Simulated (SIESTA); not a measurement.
AlSn, 2 atoms in the cell. Symmetry: P-6m2, No. 187, hexagonal system. Conventional cell: a = 4.198 Å, b = 4.198 Å, c = 3.307 Å, α = 90.00°, β = 90.00°, γ = 120.00°. Sn (site symmetry -6m2) is surrounded by 6 Al at 2.93 Å and 2 Sn at 3.31 Å. Al (site symmetry -6m2) has 6 Sn at 2.93 Å and 2 Al at 3.31 Å as nearest neighbours. The cell comes from a database or a generator and needn't be the stable form of this composition.

```yaml
Program: SIESTA 5.4.2
Task: band structure
Functional: PBE
Potentials_or_basis: PseudoDojo 0.4 standard (PBE files)
Basis: DZP (energy shift 0.003 Ry; two zetas on semicore shells)
Grid_cutoff: 500 Ry
Energy_shift: 0.003 Ry
k_mesh: 7 × 7 × 8
Occupations: fermi-dirac, width 0.05 eV
Spin: no spin polarisation
```

Potentials or basis: PseudoDojo 0.4 standard (PBE files), DZP (energy shift 0.003 Ry; two zetas on semicore shells).

The run is started by

```bash
$ siesta < AlSn.fdf > AlSn.out 2>&1
```

Hardware: 1 thread of Arm Neoverse V1, with other jobs on the host.

Problem. Estimate the wall time of this run.

Solution. Wall time 58 s on 1 thread of Arm Neoverse V1, with other jobs on the host, peak memory 0.28 GiB. Counts: scf iterations 10, k points 200, bands 36.
